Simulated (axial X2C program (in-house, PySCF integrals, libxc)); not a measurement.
# InCl⁺: EOM-IP-CCSD levels

Aim: EOM-IP-CCSD levels of InCl⁺, with spin–orbit coupling in the Hamiltonian from the start.

Program: an in-house X2C program for linear molecules on PySCF integrals. Level of theory: two-component X2C with atomic mean-field terms, In dyall-cv3z, Cl dyall-av3z. These are calculated values, not measurements.

### 1 The job

Contents of task.json:

```json
{"zs": [49, 17], "q": 1, "bas": ["dyall-cv3z", "dyall-av3z"], "r0": 2.41, "eom": "ip", "rq": 0, "thr": -2.0, "nmax": 95, "grid": [1, 0.96, 1.045, 0.92, 1.09, 1.15]}
```

Keys: zs atomic numbers; q charge; bas basis sets; r0 starting distance in Å; eom kind of EOM run; thr threshold in hartree for freezing inner shells (an s shell follows its p shell); nmax most natural virtual spinors; grid distances as factors.

The run is started by

```console
$ python soeom.py task.json out
```

Nuclei are Gaussian, cores are contracted, and the Gaunt term is on.

### 2 EOM-IP-CCSD at 2.425 Å

Reference: the closed shell InCl; 20 electrons correlated, 82 virtual spinors; roots sought by Ω: 1/2: 4, 3/2: 3, 5/2: 1.

Output:

```text
two-component X2C + atomic mean field  HF
basis functions 191  fitting functions 958  grid points 5083
iter        total energy     max residual
   1      -6336.567726099     1.30e+00
   2      -6336.800676319     1.38e-02
   3      -6336.802183896     1.34e-03
   4      -6336.802293997     4.96e-04
   5      -6336.802305342     1.42e-04
   6      -6336.802308328     3.99e-05
   7      -6336.802308523     2.96e-05
   8      -6336.802308566     5.63e-06
   9      -6336.802308569     1.44e-06
  10      -6336.802308569     3.54e-07
converged
one-electron -9086.92734094  Coulomb 2758.04529726  exact exchange -186.34370007  xc functional 0.00000000  nuclear repulsion 181.77509967  atomic mean-field constant -3.35166449
correlated 20  virtual 258  natural virtual 82  E(MP2) -0.692011869  MP2 remainder -0.096616931
iter   CCSD correlation   residual
   1     -0.570571448   1.23e-01
   2     -0.582457457   4.02e-02
   3     -0.583856353   1.38e-02
   4     -0.583709203   3.74e-03
   5     -0.583719264   1.18e-03
   6     -0.583725036   3.54e-04
   7     -0.583723682   1.26e-04
   8     -0.583724853   3.69e-05
   9     -0.583724430   1.48e-05
  10     -0.583724421   5.55e-06
(T) -0.013651596  T1 0.0154  D1 0.0407  max T2 0.078
EOM-IP-CCSD roots
2*Omega      energy/Eh   energy/eV  one-particle weight
    1       0.35311607      9.6088      0.962
    1       0.39670658     10.7949      0.933
    1       0.48680902     13.2467      0.921
    1       0.62054517     16.8859      0.001
    3       0.39388554     10.7182      0.934
    3       0.63250909     17.2114      0.001
    3       0.65725044     17.8847      0.000
    5       0.66867857     18.1957      0.000
```

T1 in the output is the amplitude norm over the root of the electron number; divide by √2 for the Lee–Taylor value.

```csv
Ω,vertical IE (eV),above lowest (cm⁻¹),spinor,weight
1/2,9.609,0,"36% In sσ, 35% Cl pσ, 23% In pσ",0.96
3/2,10.718,8950,93% Cl pπ,0.93
1/2,10.795,9570,93% Cl pπ,0.93
1/2,13.247,29340,"54% Cl pσ, 40% In sσ",0.92
```

Wall time 16 s (1 thread of Arm Neoverse V2, shared host); peak memory 1.1 GiB.

### 3 EOM-IP-CCSD at 2.328 Å

| Ω | vertical IE (eV) | above lowest (cm⁻¹) | spinor | weight |
| --- | --- | --- | --- | --- |
| 1/2 | 9.495 | 0 | 40% In sσ, 29% Cl pσ, 24% In pσ | 0.97 |
| 3/2 | 11.050 | 12540 | 92% Cl pπ | 0.93 |
| 1/2 | 11.128 | 13170 | 92% Cl pπ | 0.93 |
| 1/2 | 13.474 | 32100 | 60% Cl pσ, 34% In sσ | 0.92 |

Run time: 19 s. Hardware: 1 thread of Arm Neoverse V2, shared host; peak memory 1.1 GiB.

### 4 EOM-IP-CCSD at 2.534 Å

```
  Ω  vertical IE (eV)  above lowest (cm⁻¹)                           spinor  weight
1/2             9.675                    0  43% Cl pσ, 30% In sσ, 21% In pσ    0.96
3/2            10.370                 5600                        94% Cl pπ    0.93
1/2            10.446                 6220                        94% Cl pπ    0.93
1/2            13.049                27210             49% In sσ, 45% Cl pσ    0.92
```

Run time: 19 s. Hardware: 1 thread of Arm Neoverse V2, shared host; peak memory 1.2 GiB.

### 5 EOM-IP-CCSD at 2.231 Å

| Ω | vertical IE (eV) | above lowest (cm⁻¹) | spinor | weight |
| --- | --- | --- | --- | --- |
| 1/2 | 9.339 | 0 | 42% In sσ, 26% In pσ, 24% Cl pσ | 0.97 |
| 3/2 | 11.400 | 16620 | 90% Cl pπ | 0.94 |
| 1/2 | 11.480 | 17270 | 90% Cl pπ | 0.93 |
| 1/2 | 13.735 | 35460 | 64% Cl pσ, 29% In sσ | 0.92 |

Run time: 19 s. Hardware: 1 thread of Arm Neoverse V2, shared host; peak memory 1.2 GiB.

### 6 EOM-IP-CCSD at 2.643 Å

```
  Ω  vertical IE (eV)  above lowest (cm⁻¹)                           spinor  weight
1/2             9.663                    0  52% Cl pσ, 23% In sσ, 19% In pσ    0.95
3/2            10.041                 3050                        95% Cl pπ    0.93
1/2            10.118                 3670                        95% Cl pπ    0.93
1/2            12.918                26250             58% In sσ, 36% Cl pσ    0.92
```

It took 20 s on 1 thread of Arm Neoverse V2, shared host; peak memory 1.2 GiB.

### 7 EOM-IP-CCSD at 2.789 Å

```
  Ω  vertical IE (eV)  above lowest (cm⁻¹)                           spinor  weight
1/2             9.549                    0  60% Cl pσ, 15% In pσ, 14% In sσ    0.94
3/2             9.648                  790                        96% Cl pπ    0.93
1/2             9.732                 1470                        90% Cl pπ    0.93
1/2            12.865                26740             69% In sσ, 25% Cl pσ    0.93
```

Wall time 22 s (1 thread of Arm Neoverse V2, shared host); peak memory 1.2 GiB.

### 8 Curves of the states

Energies in eV from the lowest point of the lowest state; states are followed by energy order within each Ω.

| R (Å) | (1)Ω=1/2 | (1)Ω=3/2 | (2)Ω=1/2 | (3)Ω=1/2 |
| --- | --- | --- | --- | --- |
| 2.231 | 0.0246 | 2.0854 | 2.1656 | 4.4208 |
| 2.328 | 0.0000 | 1.5551 | 1.6331 | 3.9794 |
| 2.425 | 0.0657 | 1.1751 | 1.2519 | 3.7037 |
| 2.534 | 0.1826 | 0.8771 | 0.9536 | 3.5561 |
| 2.643 | 0.2914 | 0.6695 | 0.7464 | 3.5462 |
| 2.789 | 0.4056 | 0.5039 | 0.5883 | 3.7210 |

### 9 Outcome

| quantity | value |
| --- | --- |
| lowest root at 2.425 Å | Ω = 1/2, 9.609 eV |
| next root led by one particle | Ω = 3/2, about 8950 cm⁻¹ higher |
| T1 of the reference | 0.011 |

**Reading.** Removing an electron from the reference determinant of InCl costs 9.61 eV and empties a spinor of 36% In sσ, 35% Cl pσ, 23% In pσ. Errors of 0.1 to 0.3 eV are usual at this size, and roots led by higher excitations are left out, so the list is incomplete, and low states of that kind can be missing.
